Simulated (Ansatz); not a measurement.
A first try at a comparison of dispersion corrections of C₃H₄BFS, SMILES FC1=C(S)CB1, using the Ansatz DFT code, driven from Python.

`c3h4bfs.xyz`
```text
10

F     2.24310   -1.17050   -0.10530
C     0.98390   -0.55930    0.13200
C    -0.13820   -0.26330   -0.66490
S    -0.42640   -0.46860   -2.38640
C    -0.81900    0.29050    0.49080
B     0.31340    0.03870    1.44770
H     0.05350    0.78570   -2.70680
H    -0.97840    1.40170    0.38000
H    -1.72680   -0.27240    0.80060
H     1.21530    0.35826    5.54044
```

The cells in order, each with its output:

**Cell 1**
```python
import ansatz
```

**Cell 2**
```python
SETTINGS = {
    "basis_set": "def2-SVP",
}
```

**Cell 3**
```python
c3h4bfs = ansatz.Crystal.molecule_from_extxyz("c3h4bfs.xyz")
```

**Cell 4**
```python
base = c3h4bfs.calculation().basis(gaussian=SETTINGS["basis_set"])
for name in ["r2scan", "revpbe"]:
    for correction in ("d3bj", "d4"):
        report = base.functional(name, dispersion=correction).run(threads=1, pin="off").report
        print(f"{name:8s} {correction:5s} total {report['free_energy_ev']:.5f} eV, of which dispersion {1000 * report['dispersion']['energy']['ev']:.2f} meV")
```
Output:
```text
DeckWarning: the engine holds no damping parameters fitted to this dispersion correction and functional, so the run takes those fitted to r2scan beside the three-body term, which d3bj leaves out (hamiltonian.dispersion, under Limitations)
r2scan   d3bj  total -17382.80886 eV, of which dispersion -64.10 meV
r2scan   d4    total -17382.80398 eV, of which dispersion -59.23 meV
revpbe   d3bj  total -17384.33641 eV, of which dispersion -565.50 meV
revpbe   d4    total -17384.51330 eV, of which dispersion -742.39 meV
```

No error stopped it. What is wrong with the input all the same?

The fault: one atom is pulled far from the rest. The correction:

```diff
--- c3h4bfs.xyz
+++ c3h4bfs.xyz
@@ -12 +12 @@
-H     1.21530    0.35826    5.54044
+H     0.57800    0.16640    2.61520
```

Notebook, run cell by cell (the value of a cell's last expression is shown):

(earlier cells as before)

```python
base = c3h4bfs.calculation().basis(gaussian=SETTINGS["basis_set"])
for name in ["r2scan", "revpbe"]:
    for correction in ("d3bj", "d4"):
        report = base.functional(name, dispersion=correction).run(threads=1, pin="off").report
        print(f"{name:8s} {correction:5s} total {report['free_energy_ev']:.5f} eV, of which dispersion {1000 * report['dispersion']['energy']['ev']:.2f} meV")
```

    DeckWarning: the engine holds no damping parameters fitted to this dispersion correction and functional, so the run takes those fitted to r2scan beside the three-body term, which d3bj leaves out (hamiltonian.dispersion, under Limitations)
    r2scan   d3bj  total -17389.23617 eV, of which dispersion -65.05 meV
    r2scan   d4    total -17389.22996 eV, of which dispersion -58.84 meV
    revpbe   d3bj  total -17390.30450 eV, of which dispersion -580.47 meV
    revpbe   d4    total -17390.47293 eV, of which dispersion -748.90 meV

What to keep in mind:
- Total energies depend on the basis set; only differences at equal settings carry meaning.
- Warnings are shown shortened and without file and line.
- The geometry is a force-field or estimated start, not a minimum of this method, and the basis set is short of its limit. D4 holds the three-body term, and d3bj doesn't.
- A dispersion term here runs with damping parameters fitted for another variant or functional.
- It ran for 12 s on 1 thread of Intel(R) Xeon(R) Platinum 8488C (Sapphire Rapids), on a shared host, peak memory 0.23 GiB.
